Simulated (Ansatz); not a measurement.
The system is Hf2Pd2Se2Br2O3.

```xyz
11
Lattice="5.7607 0.0000 0.0000 -0.5225 5.8472 0.0000 -1.4885 -0.8866 6.6504" Properties=species:S:1:pos:R:3 pbc="T T T"
Hf    3.5663    2.0054    2.3269
Hf    0.5360    2.1234    3.9504
Pd    3.9014    0.0250    5.6428
Pd    0.4486    4.9633    2.3858
Se    2.0505    1.5287    6.2325
Se    2.4084    4.1009    3.5262
Br    4.1661    5.6578    1.0212
Br   -0.4146    4.0351    5.7341
O     4.5029    1.1680    3.9254
O     1.7542    1.0717    2.7176
O    -0.4211    3.0842    2.4395
```

The cell was built by a generator and needn't be a form met in nature.

Base run:

- Program: Ansatz 0.2.0
- Functional: PBE
- Potentials or basis: Ansatz PAW
- Cutoff: 420 eV (not typed: the program's choice for these potentials)
- k mesh: 5 × 5 × 4
- Occupations: fermi-dirac, width 0.05 eV
- Spin: no spin polarisation
- Hubbard terms: Hf d U = 2 eV, Pd d U = 2 eV

Its results: band gap on the k mesh 0.45 eV, indirect (least direct gap 0.58 eV); pressure 1.1 GPa; largest force 0.140 eV/Å.

The run is repeated on the same cell with these changes: hubbard terms from Hf d U = 2 eV, Pd d U = 2 eV to Hf d U = 8 eV, Pd d U = 8 eV. What comes out?

Band gap on the k mesh 0.57 eV, indirect (least direct gap 0.61 eV); pressure 4.8 GPa; largest force 0.670 eV/Å.

Caveats: odd divisions of the mesh miss points on the zone boundary, where band edges often lie, so the gap on the mesh can be too wide; spin-orbit coupling is left out, which moves the levels of the heavy elements; the density of states is complete only up to the lowest level of the last band computed.

A k mesh can miss the band edges.
